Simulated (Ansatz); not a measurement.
**CH5BrOSn: one species, many methods**

An exercise on one series of results from a longer session: the logs are not shown, and one member is left open.

Computed with Ansatz 0.2.0, Gaussian basis. Level: functionals in def2-TZVPP, the program's frozen cores in correlated methods.

Plan: LDA (SPW92), PBE-D4, revPBE-D4, BLYP-D4, r2SCAN-D4, B97M-V, PBE0-D4, B3LYP-D4, r2SCANh-D4, r2SCAN0-D4, HSE06-D4, BHLYP-D4, CAM-B3LYP-D4, LC-ωPBE, ωB97X-V, ωB97M-V, B2PLYP, PBE-QIDH; CCSD(T)/def2-SVP; CCSD(T)/def2-TZVPP; MP2/def2-QZVPP; extrapolation to the limit; RPA on PBE.

### Structure used throughout

All runs share one geometry, relaxed beforehand with PBE0-D4 in a triple-zeta def2 set. Sn takes the def2 core potential; no spin-orbit term is included.

SMILES `[CH3][SnH]([OH])[Br]`, 9 atoms, charge 0, spin multiplicity 1.

Atoms are counted from 1 here; the program's logs count them from 0.

Bond lengths: C1–Sn2 2.115 Å, C1–H5 1.089 Å, C1–H6 1.089 Å, C1–H7 1.090 Å, Sn2–O3 1.958 Å, Sn2–Br4 2.490 Å, Sn2–H8 1.707 Å, O3–H9 0.960 Å. Angles: Sn2–C1–H5 110.0°, Sn2–C1–H6 108.2°, Sn2–C1–H7 109.4°, H5–C1–H6 109.7°, H5–C1–H7 109.8°, H6–C1–H7 109.6°, C1–Sn2–O3 104.9°, C1–Sn2–Br4 109.5°, C1–Sn2–H8 119.6°, O3–Sn2–Br4 106.6°, O3–Sn2–H8 109.8°, Br4–Sn2–H8 105.8°, Sn2–O3–H9 113.8°.

The first run:

in.yaml reads:

```yaml
crystal:
  periodic: [false, false, false]
  atoms:
    - {symbol: C, position_ang: [0.365817, 1.204804, -0.778557]}
    - {symbol: Sn, position_ang: [-0.080748, -0.712345, -0.005395]}
    - {symbol: O, position_ang: [0.345730, -0.595998, 1.902307]}
    - {symbol: Br, position_ang: [-2.531438, -1.123653, -0.163546]}
    - {symbol: H, position_ang: [0.105875, 1.250019, -1.835242]}
    - {symbol: H, position_ang: [-0.217095, 1.939442, -0.224797]}
    - {symbol: H, position_ang: [1.428941, 1.408113, -0.650022]}
    - {symbol: H, position_ang: [0.666760, -2.088729, -0.683269]}
    - {symbol: H, position_ang: [0.004656, -1.327953, 2.421520]}
basis:
  gaussian: {orbitals: def2-TZVPP}
hamiltonian: {xc: lda}
output: {orbitals: {seedname: orbitals}}
```

Among the steps run: LDA; PBE-D4 (GGA); revPBE-D4 (GGA); BLYP-D4 (GGA); r2SCAN-D4 (meta-GGA); B97M-V (meta-GGA); PBE0-D4 (hybrid); B3LYP-D4 (hybrid); r2SCANh-D4 (hybrid); r2SCAN0-D4 (hybrid); HSE06-D4 (hybrid); BHLYP-D4 (hybrid); CAM-B3LYP-D4 (range-separated); LC-ωPBE-D4 (range-separated; the results give it without D4); ωB97X-V (range-separated); ωB97M-V (range-separated); B2PLYP (double hybrid); PBE-QIDH (double hybrid).

One of the session's tables, all rows but one given; the rest of the session is left out.

It belongs to the step «Orbital energies across the functionals». 

| functional | HOMO (eV) | gap (eV) |
| --- | --- | --- |
| LDA (SPW92) | ? | ? |
| PBE-D4 | -6.81 | 5.11 |
| revPBE-D4 | -6.76 | 5.15 |
| BLYP-D4 | -6.66 | 4.99 |
| r2SCAN-D4 | -7.14 | 5.72 |
| B97M-V | -7.23 | 5.83 |
| PBE0-D4 | -8.10 | 7.32 |
| B3LYP-D4 | -7.85 | 6.75 |
| r2SCANh-D4 | -7.62 | 6.52 |
| r2SCAN0-D4 | -8.32 | 7.70 |
| HSE06-D4 | -7.70 | 6.55 |
| BHLYP-D4 | -9.22 | 9.37 |
| CAM-B3LYP-D4 | -9.42 | 9.60 |
| LC-ωPBE | -10.81 | 12.23 |
| ωB97X-V | -10.45 | 11.74 |
| ωB97M-V | -10.30 | 11.40 |

**Question.** Estimate the row for LDA (SPW92).

**Answer.** HOMO (eV): -6.95; gap (eV): 4.98. In the column «HOMO (eV)» it lies between r2SCAN-D4 (-7.14) and PBE-D4 (-6.81).
